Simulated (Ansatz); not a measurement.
**AlFH₂OS: small, medium and large basis sets**

How large a basis does AlFH₂OS need? Two functionals are run in growing sets.

Program: Ansatz 0.2.0, Gaussian basis. Level of theory: one geometry, several basis sets. These are calculated values, not measurements.

Plan: PBE0-D4/def2-SVP; ωB97M-V/def2-SVP; PBE0-D4/def2-QZVPP; ωB97M-V/def2-QZVPP; the functionals' def2-TZVPP values are taken from earlier runs.

### 1 The relaxed structure

All runs share one geometry, relaxed beforehand with PBE0-D4 in a triple-zeta def2 set.

SMILES `[OH][Al]([F])[SH]`, 6 atoms, charge 0, spin multiplicity 1.

Atoms are counted from 1 here; the program's logs count them from 0.

Bond lengths: O1–Al2 1.679 Å, O1–H5 0.955 Å, Al2–F3 1.641 Å, Al2–S4 2.167 Å, S4–H6 1.345 Å. Angles: Al2–O1–H5 125.1°, O1–Al2–F3 118.1°, O1–Al2–S4 123.1°, F3–Al2–S4 118.8°, Al2–S4–H6 92.0°.

### 2 PBE0-D4 in def2-SVP

Contents of in.yaml:

```yaml
crystal:
  periodic: [false, false, false]
  atoms:
    - {symbol: O, position_ang: [1.399563, -0.456348, -1.028912]}
    - {symbol: Al, position_ang: [0.238559, -0.260759, 0.168068]}
    - {symbol: F, position_ang: [0.421348, -1.100986, 1.565665]}
    - {symbol: S, position_ang: [-1.478595, 1.043103, -0.050262]}
    - {symbol: H, position_ang: [1.392230, -0.019295, -1.877868]}
    - {symbol: H, position_ang: [-1.931004, 0.730385, 1.177109]}
basis:
  gaussian: {orbitals: def2-SVP}
hamiltonian: {xc: pbe0, dispersion: d4}
output: {orbitals: {seedname: orbitals}}
```

Further steps of the session: ωB97M-V in def2-SVP; PBE0-D4 in def2-QZVPP; ωB97M-V in def2-QZVPP.

Before running them: what should the planned runs give, taken together? Wanted: PBE0-D4: double and triple zeta above quadruple; ωB97M-V: double and triple zeta above quadruple.

As calculated:

```
                                       quantity           value
PBE0-D4: double and triple zeta above quadruple  13.19, 0.83 eV
ωB97M-V: double and triple zeta above quadruple  13.22, 0.79 eV
```

What this shows: For PBE0-D4 the step from double to triple zeta gains 12.35 eV and the next only 0.83 eV. Total energies overstate the basis error of differences, where much of it tends to cancel. The LUMO of ωB97M-V is positive and keeps falling with the basis (1.09 to 0.42 eV): an unbound level that the basis holds in place.
